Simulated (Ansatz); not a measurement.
Write a Python script for Ansatz 0.2.0, Python API that makes a single point in a Gaussian basis of C₂H₈B₂FN, SMILES BCN(C)BF. Settings: r2SCAN, def2-SVP basis, multiplicity 1.

```xyz
14

B    -1.9959   -0.2347   -0.6016
C    -0.6049    0.4864   -0.6605
N     0.1498    0.1382    0.5277
C     0.8670   -1.1872    0.4068
B     1.3010    1.1633    0.7408
F     1.3267    1.9705    1.9694
H    -2.9884    0.4858   -0.5967
H    -2.1179   -1.3479   -0.6528
H    -0.0743    0.2062   -1.5536
H    -0.7851    1.5883   -0.6845
H     1.4628   -1.2552   -0.4493
H     0.0256   -1.9655    0.3192
H     1.3170   -1.4272    1.3136
H     2.1036    1.3498   -0.0495
```

`energy_c2h8b2fn.py`
```python
"""Electronic structure of the C2H8B2FN molecule."""

import json
import sys
import warnings

import ansatz as az
import numpy as np
import pandas as pd

GEOMETRY = """
B    -1.99590   -0.23470   -0.60160
C    -0.60490    0.48640   -0.66050
N     0.14980    0.13820    0.52770
C     0.86700   -1.18720    0.40680
B     1.30100    1.16330    0.74080
F     1.32670    1.97050    1.96940
H    -2.98840    0.48580   -0.59670
H    -2.11790   -1.34790   -0.65280
H    -0.07430    0.20620   -1.55360
H    -0.78510    1.58830   -0.68450
H     1.46280   -1.25520   -0.44930
H     0.02560   -1.96550    0.31920
H     1.31700   -1.42720    1.31360
H     2.10360    1.34980   -0.04950
"""

warnings.simplefilter("ignore", az.DeckWarning)

c2h8b2fn = az.Crystal.molecule()
for line in GEOMETRY.strip().splitlines():
    symbol, *xyz = line.split()
    c2h8b2fn = c2h8b2fn.atom(symbol, [float(v) for v in xyz])

setup = c2h8b2fn.calculation()
setup = setup.basis(gaussian="def2-SVP")
setup = setup.functional("r2scan").forces()
print(setup.to_yaml())
try:
    r = setup.run().report
except az.AnsatzError as error:
    sys.exit(f"{type(error).__name__}: {error}")

print(f"E = {r['free_energy_ev']:.6f} eV = {r['free_energy_ev'] / 27.211386246:.7f} Ha")
print("converged:", r["converged"], " doubts:", r["published_state_doubts"] or "none")

state = r["mean_field"]["state"]
print(f"mean field: {state['energy']['hartree']:.7f} Ha, <S^2> = {abs(state['spin_squared']):.4f}, stability: {state.get('stability', {}).get('kind')}")

symbols = [site.symbol for site in c2h8b2fn.cartesian_sites]
print("forces (eV/A)")
for symbol, f in zip(symbols, r["forces_ev_ang"]):
    print(f"  {symbol:2s} {f[0]:9.4f} {f[1]:9.4f} {f[2]:9.4f}")

charges = r["charge_distribution"]
table = pd.DataFrame({"atom": symbols, "mulliken": charges["mulliken_charges_e"], "lowdin": charges["lowdin_charges_e"]})
print(table.round(3).to_string())
print("dipole (e A):", np.round(charges["dipole_moment_e_ang"], 4) + 0.0)
with open("c2h8b2fn.json", "w") as handle:
    json.dump({k: r[k] for k in ("free_energy_ev", "reference_energy_ev", "n_occupied", "n_virtual")}, handle, indent=1)
```

```console
$ python energy_c2h8b2fn.py
crystal:
  periodic: [false, false, false]
  atoms:
    - { symbol: B, position_ang: [-1.9959, -0.2347, -0.6016] }
    - { symbol: C, position_ang: [-0.6049, 0.4864, -0.6605] }
    - { symbol: "N", position_ang: [0.1498, 0.1382, 0.5277] }
    - { symbol: C, position_ang: [0.867, -1.1872, 0.4068] }
    - { symbol: B, position_ang: [1.301, 1.1633, 0.7408] }
    - { symbol: F, position_ang: [1.3267, 1.9705, 1.9694] }
    - { symbol: H, position_ang: [-2.9884, 0.4858, -0.5967] }
    - { symbol: H, position_ang: [-2.1179, -1.3479, -0.6528] }
    - { symbol: H, position_ang: [-0.0743, 0.2062, -1.5536] }
    - { symbol: H, position_ang: [-0.7851, 1.5883, -0.6845] }
    - { symbol: H, position_ang: [1.4628, -1.2552, -0.4493] }
    - { symbol: H, position_ang: [0.0256, -1.9655, 0.3192] }
    - { symbol: H, position_ang: [1.317, -1.4272, 1.3136] }
    - { symbol: H, position_ang: [2.1036, 1.3498, -0.0495] }
basis:
  gaussian:
    orbitals: def2-SVP
hamiltonian:
  xc: r2scan
output:
  forces: true

E = -7753.007187 eV = -284.9177589 Ha
converged: True  doubts: none
mean field: -284.9177589 Ha, <S^2> = 0.0000, stability: minimum
forces (eV/A)
  B    -0.4337    2.8272   -0.1595
  C    -0.7963    0.7952    0.3161
  N     3.5066    0.9089    1.4610
  C    -5.0901    0.3649   -0.0132
  B    -3.7034    0.3200    4.1002
  F    -0.0063   -2.3706   -3.4890
  H     0.1657   -0.3897    0.0999
  H    -0.1819   -2.5151    0.1337
  H     0.6273   -0.1322   -1.3260
  H     0.2785   -0.3807   -0.0165
  H     1.5914   -0.1761   -1.7256
  H     1.1035    0.6866   -0.1256
  H     1.4587   -0.3541    1.8606
  H     1.4799    0.4157   -1.1159
   atom  mulliken  lowdin
0     B     0.096  -0.017
1     C     0.062   0.034
2     N    -0.449   0.036
3     C     0.082   0.122
4     B     0.349  -0.178
5     F    -0.222   0.087
6     H    -0.030  -0.022
7     H    -0.026  -0.040
8     H     0.013   0.005
9     H     0.049   0.032
10    H     0.026  -0.021
11    H     0.056   0.020
12    H     0.045  -0.006
13    H    -0.050  -0.053
dipole (e A): [ 0.174  -0.2722 -0.3924]
```

File `c2h8b2fn.json` afterwards:
```json
{
 "free_energy_ev": -7753.007186625689,
 "reference_energy_ev": -7753.007186625689,
 "n_occupied": [
  23,
  23
 ],
 "n_virtual": [
  101,
  101
 ]
}
```

Caveats:
- Total energies depend on the basis set; only differences at equal settings carry meaning.
- The geometry is a force-field or estimated start, not a minimum of this method, and the basis set is short of its limit.
- The Löwdin charges here are taken after orthogonalising the functions within each atom; they differ from plain Löwdin charges, and their signs can be unphysical.
- Wall time of the script: 9 s on 1 thread of Arm Neoverse V2 (shared host), peak memory 0.29 GiB.

(Lines on the test bed's own set-up are left out of the output.)
